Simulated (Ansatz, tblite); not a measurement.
# NbSF3: one state, many levels

An exercise on one series of results from a longer session: the logs are not shown, and one member is left open.

The runs use Ansatz 0.2.0, Gaussian basis; as each input shows.

Plan: GFN1-xTB, GFN2-xTB, PBE-D4/def2-TZVP, r2SCAN-D4/def2-TZVP, PBE-QIDH/def2-TZVP, B97M-V/def2-TZVP, BLYP-D4/def2-TZVP, B3LYP-D4/def2-TZVP, HF/def2-TZVP, LDA/def2-TZVP, BHLYP-D4/def2-TZVP, PBE-D4/def2-SVP, PBE0-D4/def2-SVP, PBE0-D4/def2-TZVPD, PBE-D4/def2-TZVPD, r2SCAN-D4/def2-TZVPD, CCSD(T)/def2-TZVPP, MP2/def2-TZVP, RPA/def2-TZVP.

2 further runs of the same task are left out: 2 set aside as unsound or not needed.

## The relaxed structure

The geometry is that of the singlet, from an earlier relaxation (PBE-D4/def2-SVP).

5 atoms, charge 0, spin multiplicity 1.

Bond lengths: Nb1–S2 2.153 Å, Nb1–F3 1.864 Å, Nb1–F4 1.864 Å, Nb1–F5 1.864 Å. Angles: S2–Nb1–F3 107.7°, S2–Nb1–F4 107.7°, S2–Nb1–F5 107.7°, F3–Nb1–F4 111.2°, F3–Nb1–F5 111.2°, F4–Nb1–F5 111.2°.

Formally the metal is d0. Nb takes a core potential in the def2 sets. No spin-orbit coupling is included.

PBE0-D4/def2-TZVP was run before; its log isn't repeated, and its numbers join the tables.

The first run:

Tight binding, by tblite at 300 K electronic temperature and without a spin-polarisation term:

```python
tblite.interface.Calculator('GFN1-xTB', numbers, positions, charge=0, uhf=0).singlepoint()
```

Tight binding, by tblite at 300 K electronic temperature and without a spin-polarisation term:

```python
tblite.interface.Calculator('GFN2-xTB', numbers, positions, charge=0, uhf=0).singlepoint()
```

start.molden holds the orbitals of an earlier run on this state, given as this run's starting guess.

in.yaml

```yaml
crystal:
  periodic: [false, false, false]
  atoms:
    - {symbol: Nb, position_ang: [-0.000417, 0.000675, -0.089862]}
    - {symbol: S, position_ang: [0.009538, -0.015851, 2.062571]}
    - {symbol: F, position_ang: [1.772541, 0.009357, -0.665734]}
    - {symbol: F, position_ang: [-0.894507, 1.540571, -0.641591]}
    - {symbol: F, position_ang: [-0.887156, -1.534752, -0.665384]}
basis:
  gaussian: {orbitals: def2-TZVP, initial_orbitals: start.molden}
hamiltonian: {xc: pbe, dispersion: d4}
scf: {omitted_lower_state_checks: [starts]}
output: {orbitals: {seedname: orbitals}}
```

On the command line:

```bash
> ansatz run in.yaml --threads 2 --pin off --events-out ev --progress --plain --max-ram 4352MiB
```

Steps of the session up to this table: PBE-D4/def2-TZVP; r2SCAN-D4/def2-TZVP; PBE-QIDH/def2-TZVP; B97M-V/def2-TZVP; BLYP-D4/def2-TZVP; B3LYP-D4/def2-TZVP; HF/def2-TZVP; LDA/def2-TZVP; BHLYP-D4/def2-TZVP; PBE-D4/def2-SVP; PBE0-D4/def2-SVP; PBE0-D4/def2-TZVPD; PBE-D4/def2-TZVPD; r2SCAN-D4/def2-TZVPD; CCSD(T)/def2-TZVPP; MP2/def2-TZVP; RPA/def2-TZVP.

One of the session's tables, all rows but one given; the rest of the session is left out.

```
               level  HOMO (eV)  LUMO (eV)  gap (eV)
        HF/def2-TZVP     -11.22       0.52     11.73
       LDA/def2-TZVP      -7.53      -3.90      3.63
     PBE-D4/def2-SVP      -7.25      -3.54      3.71
    PBE-D4/def2-TZVP      -7.32      -3.66      3.66
   PBE-D4/def2-TZVPD      -7.33      -3.68      3.65
   BLYP-D4/def2-TZVP          ?          ?         ?
 r2SCAN-D4/def2-TZVP      -7.64      -3.65      3.99
r2SCAN-D4/def2-TZVPD      -7.62      -3.63      3.99
    B97M-V/def2-TZVP      -7.64      -3.59      4.05
  B3LYP-D4/def2-TZVP      -8.33      -3.16      5.17
    PBE0-D4/def2-SVP      -8.58      -2.92      5.66
   PBE0-D4/def2-TZVP      -8.58      -2.96      5.62
  PBE0-D4/def2-TZVPD      -8.57      -2.96      5.61
  BHLYP-D4/def2-TZVP      -9.65      -2.09      7.56
```

Q: Estimate the row for BLYP-D4/def2-TZVP from the others.

Worked estimate for «HOMO (eV)». Against the share of exact exchange, B3LYP-D4/def2-TZVP (0.2, -8.33), BHLYP-D4/def2-TZVP (0.5, -9.65) give a slope of -4.40 per unit share; at 0 the line stands at -7.45.

The run gave: HOMO (eV): -7.16; LUMO (eV): -3.55; gap (eV): 3.61. In «HOMO (eV)» the line misses by -0.29.
